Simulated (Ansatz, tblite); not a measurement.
# Ga9N9 wurtzite hole sphere (Ga9N9H24): one state, many levels

Aim: run the singlet of Ga9N9 wurtzite hole sphere (Ga9N9H24) at one geometry on many levels, and compare frontier levels, spin and run time.

Method: as each input shows; program: Ansatz 0.2.0, Gaussian basis.

Plan: GFN1-xTB, GFN2-xTB, PBE-D4/def2-SVP, r2SCAN-D4/def2-SVP, PBE+5HF/def2-SVP, PBE+10HF/def2-SVP, PBE+15HF/def2-SVP, PBE+35HF/def2-SVP, PBE+50HF/def2-SVP.

1 further run of the same task is left out (set aside as unsound or not needed).

## 1. The geometry

The singlet was relaxed beforehand with PBE-D4/def2-SVP.

42 atoms, charge 0, spin multiplicity 1.

Bond lengths: Ga1–N2 2.052 Å, Ga1–N3 2.006 Å, Ga1–H19 1.585 Å, Ga1–H20 1.585 Å, N2–Ga5 2.001 Å, N2–H21 1.031 Å, N2–H22 1.031 Å, N3–Ga4 1.975 Å, N3–Ga11 1.975 Å, N3–H23 1.034 Å, Ga4–N6 2.000 Å, Ga4–N7 1.975 Å, Ga4–H24 1.578 Å, Ga5–N6 1.972 Å, Ga5–N12 1.972 Å, Ga5–H25 1.580 Å, N6–Ga9 1.972 Å, N6–H26 1.032 Å and more. Angles: N2–Ga1–N3 98.8°, N2–Ga1–H19 105.3°, N2–Ga1–H20 105.3°, N3–Ga1–H19 110.1°, N3–Ga1–H20 110.1°, H19–Ga1–H20 123.8°, Ga1–N2–Ga5 118.7°, Ga1–N2–H21 108.1°, Ga1–N2–H22 108.1°, Ga5–N2–H21 108.4°, Ga5–N2–H22 108.4°, H21–N2–H22 104.1°, Ga1–N3–Ga4 111.4°, Ga1–N3–Ga11 111.4°, Ga1–N3–H23 103.9°, Ga4–N3–Ga11 116.9°, Ga4–N3–H23 106.0°, Ga11–N3–H23 106.1° and more.

PBE0-D4/def2-SVP was run before; its log isn't repeated, and its numbers join the tables.

## 2. GFN1-xTB

Tight binding, by tblite at 300 K electronic temperature and without a spin-polarisation term:

```python
tblite.interface.Calculator('GFN1-xTB', numbers, positions, charge=0, uhf=0).singlepoint()
```

Energy -1466.3240 eV, HOMO -9.54 eV, LUMO -4.65 eV; 0.17 s.

## 3. GFN2-xTB

Tight binding, by tblite at 300 K electronic temperature and without a spin-polarisation term:

```python
tblite.interface.Calculator('GFN2-xTB', numbers, positions, charge=0, uhf=0).singlepoint()
```

Energy -1352.4956 eV, HOMO -11.43 eV, LUMO -6.56 eV; 0.12 s.

## 4. PBE-D4/def2-SVP

start.molden holds the orbitals of an earlier run on this state, given as this run's starting guess.

Input file in.yaml:

```yaml
crystal:
  periodic: [false, false, false]
  atoms:
    - {symbol: Ga, position_ang: [-0.000487, -3.794962, -1.137925]}
    - {symbol: N, position_ang: [-0.003665, -3.660325, 0.910074]}
    - {symbol: N, position_ang: [-0.000367, -1.837077, -1.574447]}
    - {symbol: Ga, position_ang: [-1.683055, -0.971876, -1.008759]}
    - {symbol: Ga, position_ang: [-0.001048, -1.845847, 1.752873]}
    - {symbol: N, position_ang: [-1.545695, -0.890491, 0.984562]}
    - {symbol: N, position_ang: [-1.589294, 0.917260, -1.576367]}
    - {symbol: Ga, position_ang: [-3.285267, 1.896614, -1.142696]}
    - {symbol: Ga, position_ang: [-1.599443, 0.925735, 1.750991]}
    - {symbol: N, position_ang: [-3.169001, 1.833723, 0.905466]}
    - {symbol: Ga, position_ang: [1.682749, -0.972881, -1.008831]}
    - {symbol: N, position_ang: [1.544777, -0.892411, 0.984490]}
    - {symbol: N, position_ang: [1.589832, 0.916341, -1.576574]}
    - {symbol: Ga, position_ang: [0.000639, 1.942649, -1.010120]}
    - {symbol: Ga, position_ang: [1.600898, 0.923799, 1.750815]}
    - {symbol: N, position_ang: [0.001187, 1.784600, 0.983338]}
    - {symbol: Ga, position_ang: [3.285946, 1.895539, -1.143187]}
    - {symbol: N, position_ang: [3.171915, 1.829005, 0.904970]}
    - {symbol: H, position_ang: [-1.398010, -4.438652, -1.518126]}
    - {symbol: H, position_ang: [1.398752, -4.437778, -1.513318]}
    - {symbol: H, position_ang: [-0.818551, -4.182656, 1.264078]}
    - {symbol: H, position_ang: [0.807248, -4.186818, 1.267019]}
    - {symbol: H, position_ang: [-0.000543, -1.813652, -2.607939]}
    - {symbol: H, position_ang: [-2.992622, -1.728194, -1.460089]}
    - {symbol: H, position_ang: [-0.000701, -1.964864, 3.327953]}
    - {symbol: H, position_ang: [-2.384298, -1.373895, 1.343624]}
    - {symbol: H, position_ang: [-1.567669, 0.904562, -2.609819]}
    - {symbol: H, position_ang: [-4.541155, 1.005888, -1.518674]}
    - {symbol: H, position_ang: [-3.143811, 3.428489, -1.523896]}
    - {symbol: H, position_ang: [-1.704585, 0.986755, 3.325878]}
    - {symbol: H, position_ang: [-4.030474, 1.394289, 1.261774]}
    - {symbol: H, position_ang: [-3.215132, 2.800829, 1.258690]}
    - {symbol: H, position_ang: [2.992369, -1.729192, -1.459997]}
    - {symbol: H, position_ang: [2.382753, -1.376911, 1.343536]}
    - {symbol: H, position_ang: [1.568178, 0.903334, -2.610023]}
    - {symbol: H, position_ang: [0.000813, 3.454740, -1.462058]}
    - {symbol: H, position_ang: [1.706185, 0.985252, 3.325676]}
    - {symbol: H, position_ang: [0.001832, 2.752902, 1.341462]}
    - {symbol: H, position_ang: [4.541787, 1.006209, -1.522547]}
    - {symbol: H, position_ang: [3.143259, 3.428102, -1.521254]}
    - {symbol: H, position_ang: [4.032577, 1.386502, 1.259435]}
    - {symbol: H, position_ang: [3.221185, 2.795313, 1.259964]}
basis:
  gaussian: {orbitals: def2-SVP, fitting: {mean_field: def2-universal-jkfit}, initial_orbitals: start.molden}
hamiltonian: {xc: pbe, dispersion: d4}
scf: {omitted_lower_state_checks: [starts]}
output: {forces: true, orbitals: {seedname: orbitals}}
```

Run with:

```
> ansatz run in.yaml --threads 2 --pin off --events-out ev --progress --plain --max-ram 32768MiB --backend cuda --devices 0, --max-vram 18GiB
```

Further steps of the session: r2SCAN-D4/def2-SVP; PBE+5HF/def2-SVP; PBE+10HF/def2-SVP; PBE+15HF/def2-SVP; PBE+35HF/def2-SVP; PBE+50HF/def2-SVP.

Before running them: what should the planned runs give, taken together? Wanted: gap in def2-SVP, named functionals, smallest and largest; gap over the share of exact exchange; binding an atom, functionals in def2-SVP.

**Answer**, as computed:

| quantity | value |
| --- | --- |
| gap in def2-SVP, named functionals, smallest and largest | 5.18 eV (PBE-D4), 7.28 eV (PBE0-D4) |
| gap over the share of exact exchange | 5.18 eV at 0, 9.41 eV at 0.5 |
| binding an atom, functionals in def2-SVP | 3.29 (PBE0-D4) to 3.33 eV (PBE-D4) |

In words: Over the named functionals in def2-SVP the gap runs from 5.18 eV (PBE-D4) to 7.28 eV (PBE0-D4); exact exchange widens it. Raising the share of exact exchange from 0 to 0.5 moves the HOMO by -2.58 eV and the LUMO by +1.65 eV.
